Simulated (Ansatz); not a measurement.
# TiO2: the cost of one run

Program: Ansatz 0.2.0. Level of theory: DFT LDA, scalar-relativistic. These are calculated values, not measurements.

## 1. Starting point

The structure is tetragonal, space group I4_1/amd (No. 141). Conventional cell: a = 3.785 Å, b = 3.785 Å, c = 9.514 Å, α = 90.00°, β = 90.00°, γ = 90.00°. Ti (site symmetry -4m2) has 6 O at 1.94 to 1.97 Å as nearest neighbours. Around O (site symmetry 2mm) lie 3 Ti at 1.94 to 1.97 Å.

Coordinates:

```cif
data_structure
_symmetry_space_group_name_H-M 'P 1'
_symmetry_Int_Tables_number 1
_cell_length_a 5.4582
_cell_length_b 5.4582
_cell_length_c 5.4582
_cell_angle_alpha 139.426
_cell_angle_beta 139.426
_cell_angle_gamma 58.726
_cell_volume 68.15
loop_
_atom_site_label
_atom_site_type_symbol
_atom_site_fract_x
_atom_site_fract_y
_atom_site_fract_z
_atom_site_occupancy
Ti1 Ti 0.00000 0.00000 0.00000 1
Ti2 Ti 0.75000 0.25000 0.50000 1
O1 O 0.20660 0.20660 0.00000 1
O2 O 0.95660 0.45660 0.50000 1
O3 O 0.54340 0.04340 0.50000 1
O4 O 0.79340 0.79340 0.00000 1
```

The cell comes from a crystallographic database entry that wasn't checked; take it as a given geometry, which may be far from equilibrium.

Atoms are numbered in the order of the input: Ti1, Ti2, O3, O4, O5, O6.

## 2. Full-potential LAPW

input.yaml

```yaml
crystal:
  lattice:
    - [-1.8925, 1.8925, 4.757]
    - [1.8925, -1.8925, 4.757]
    - [1.8925, 1.8925, -4.757]
  atoms:
    - { symbol: Ti, position: [0.0, 0.0, 0.0] }
    - { symbol: Ti, position: [0.75, 0.25, 0.5] }
    - { symbol: O, position: [0.2066, 0.2066, 0.0] }
    - { symbol: O, position: [0.9566, 0.4566, 0.5] }
    - { symbol: O, position: [0.5434, 0.0434, 0.5] }
    - { symbol: O, position: [0.7934, 0.7934, 0.0] }
kpoints:
  mp_grid: { grid: [13, 13, 13] }
  band_path:
    path:
      - [0.0, 0.0, 0.0]
      - [0.0, 0.0, 0.5]
      - [0.25, 0.25, 0.25]
      - [0.0, 0.5, 0.0]
      - [0.0, 0.0, 0.0]
      - [0.5, 0.5, -0.5]
      - [0.289568126, 0.710431874, -0.289568126]
      - [-0.289568126, 0.289568126, 0.289568126]
      - [0.0, 0.0, 0.0]
    npoints: 14
scf:
  occupations: { method: fermi_dirac, width: 0.08 }
hamiltonian:
  xc: lda
  pseudopotentials: { kind: all_electron, lapw: { basis_error: 0.001 } }
output:
  forces: true
  stress: true
  eigenvalues: true
  populations: true
  dos: { projected: true, de: 0.2, e_range: [-14, 8] }
```

Command:

```
$ ansatz run input.yaml --threads 2 --pin off --max-ram 8192MiB --backend cpu --events-out ev --progress --plain --runs-dir out
```

What time and memory should one allow on 2 threads of Arm Neoverse V1, shared host?

About 3.3 min, with a peak of 1.9 GiB.
